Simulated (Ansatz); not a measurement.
# CH3BO2S: the cost of one run

Computed with Ansatz 0.2.0, Gaussian basis. Level: the settings change from run to run.

**1. The geometry**

An earlier PBE0-D4 in a triple-zeta def2 set relaxation fixed the geometry.

SMILES `SC1OBO1`, 8 atoms, charge 0, spin multiplicity 1.

Atoms are counted from 1 here; the program's logs count them from 0.

Bond lengths: S1–C2 1.792 Å, S1–H6 1.343 Å, C2–O3 1.420 Å, C2–O5 1.430 Å, C2–H7 1.091 Å, O3–B4 1.385 Å, B4–O5 1.379 Å, B4–H8 1.185 Å. Angles: C2–S1–H6 94.7°, S1–C2–O3 110.3°, S1–C2–O5 116.2°, S1–C2–H7 111.5°, O3–C2–O5 94.1°, O3–C2–H7 112.8°, O5–C2–H7 111.0°, C2–O3–B4 84.0°, O3–B4–O5 98.0°, O3–B4–H8 130.6°, O5–B4–H8 131.4°, C2–O5–B4 83.9°.

**2. MP2/x2c-TZVPPall**

This run has charge +1, multiplicity 2, atoms shaken by 0.15 Å, high accuracy.

Contents of in.yaml:

```yaml
crystal:
  periodic: [false, false, false]
  atoms:
    - {symbol: S, position_ang: [-1.411246, 1.146151, -0.629810]}
    - {symbol: C, position_ang: [0.127630, 0.742896, 0.032872]}
    - {symbol: O, position_ang: [-0.030245, -0.926977, -1.208178]}
    - {symbol: B, position_ang: [0.342250, -1.591103, 0.528070]}
    - {symbol: O, position_ang: [0.272648, -0.140958, 1.007453]}
    - {symbol: H, position_ang: [-1.038422, 2.382584, -0.282512]}
    - {symbol: H, position_ang: [0.777779, 1.037129, -0.662674]}
    - {symbol: H, position_ang: [0.484939, -2.860741, 0.692923]}
basis:
  gaussian: {orbitals: x2c-TZVPPall}
total_charge: 1
magnetization: {spin_polarized: true, initial_magnetization: 1}
hamiltonian: {xc: {name: HF}}
correlation: {method: mp2}
accuracy: high
```

On the command line:

```console
> ansatz run in.yaml --threads 2 --pin off --events-out ev --progress --plain --max-ram 4352MiB
```

What time and memory should one allow on 2 threads of Arm Neoverse V1, shared host?

About 3.3 min, with a peak of 1.2 GiB.
